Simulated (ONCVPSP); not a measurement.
# Pseudopotential generation for In: ONCV, LDA (Perdew-Zunger)

Aim: build the potential from the settings below, then test how well it stands in for the atom: other configurations, scattering, ghost states and the plane-wave cutoff that it needs.

The numbers are computed with ONCVPSP 4.0.1 (LDA (Perdew-Zunger), scalar-relativistic, spin-unpolarised reference atom).

## Step 1: Settings

The settings as typed:

| Property | Result |
| --- | --- |
| element | indium (In, Z = 49) |
| type | optimised norm-conserving Vanderbilt (ONCV) |
| frozen core | [Kr] 4d10 |
| valence charge | 3 |
| reference configuration | 5s2 5p1 |
| partial waves | 5s: rc 2.25 bohr, ncon 5, nbas 9, qcut 2.6 1/bohr, 2 projectors, debl 3.4 Ha; 5p: rc 3.05 bohr, ncon 4, nbas 7, qcut 2.3 1/bohr, 2 projectors, debl 3.4 Ha |
| local potential | polynomial inside 2.20 bohr (lpopt 5, dvloc0 0 Ha) |
| core correction | Teter function, fcfact 3.5, rcfact 1.65 |

The outer shells as boxes (Hund's rule for the drawing; the calculation is spin-unpolarised):

```
[Kr] core
4d [↑↓][↑↓][↑↓][↑↓][↑↓]
5s [↑↓]
5p [↑ ][  ][  ]
```

An earlier all-electron run gives the scale for the radii.

All-electron outer shells of the reference configuration (LDA (Perdew-Zunger), scalar-relativistic, ld1.x):

```json
{"shell": "4p", "level (eV)": "-78.05", "outermost node (bohr)": "0.42", "outermost maximum (bohr)": "0.82"}
{"shell": "4d", "level (eV)": "-18.71", "outermost node (bohr)": "0.40", "outermost maximum (bohr)": "0.94"}
{"shell": "5s", "level (eV)": "-8.49", "outermost node (bohr)": "1.02", "outermost maximum (bohr)": "2.13"}
{"shell": "5p", "level (eV)": "-2.70", "outermost node (bohr)": "1.14", "outermost maximum (bohr)": "2.85"}
```

## Step 2: The generation run

File In.dat:

```
# ATOM AND REFERENCE CONFIGURATION
# atsym  z   nc   nv     iexc    psfile
  In 49.00    9    2        3      upf
#
#   n    l    f
    1    0    2.00
    2    0    2.00
    2    1    6.00
    3    0    2.00
    3    1    6.00
    3    2   10.00
    4    0    2.00
    4    1    6.00
    4    2   10.00
    5    0    2.00
    5    1    1.00
#
# PSEUDOPOTENTIAL AND OPTIMIZATION
# lmax
    1
#
#   l,   rc,      ep,       ncon, nbas, qcut
    0    2.25    0.00    5    9    2.60
    1    3.05    0.00    4    7    2.30
#
# LOCAL POTENTIAL
# lloc, lpopt,  rc(5),   dvloc0
    4    5    2.20    0.00
#
# VANDERBILT-KLEINMAN-BYLANDER PROJECTORs
# l, nproj, debl
    0    2    3.40
    1    2    3.40
#
# MODEL CORE CHARGE
# icmod, fcfact, rcfact
    3    3.50    1.65
#
# LOG DERIVATIVE ANALYSIS
# epsh1, epsh2, depsh
   -2.00    5.00    0.02
#
# OUTPUT GRID
# rlmax, drl
    6.00    0.01
#
# TEST CONFIGURATIONS
# ncnf
    4
# nvcnf
#   n    l    f
    2
    5    0    2.00
    5    1    0.00
#
    2
    5    0    1.00
    5    1    0.00
#
    2
    5    0    2.00
    5    1    0.50
#
    2
    5    0    0.00
    5    1    3.00
#
```

Launch:

```console
$ oncvpsp.x < In.dat > In.out
```

What does the calculation give? Wanted: cutoffs for 1 and 0.1 mHa per electron, occupied waves; bound ghosts; GHOST(+) flags; largest test error; largest phase difference near zero energy, channels read; rms error of d²Exc/dn², without and with the model core.

As calculated:

```
                                                quantity                  value
  cutoffs for 1 and 0.1 mHa per electron, occupied waves        18 Ha and 40 Ha
                                            bound ghosts             none found
                                          GHOST(+) flags            s at 105 eV
                            largest test error (AE − PS)  -408 meV, for 5s1 5p0
largest phase difference near zero energy, channels read              0.003 rad
 rms error of d²Exc/dn², without and with the model core     10.23 and 1.99 mHa
```

In words: By total energies transferability is poor: the largest error is 408 meV on 25.3 eV, for 5s1 5p0. It counts as of middling hardness, with 18 Ha needed at the looser tolerance. At the looser tolerance the 5s wave is the slowest; 5p needs 2 Ha. It is free of bound ghosts as far as tested. Near zero energy the phases of the channels with partial waves agree within 0.003 rad. The program also flags highly localised states, GHOST(+) (s). These are tests on the free atom; a crystal test is still owed.
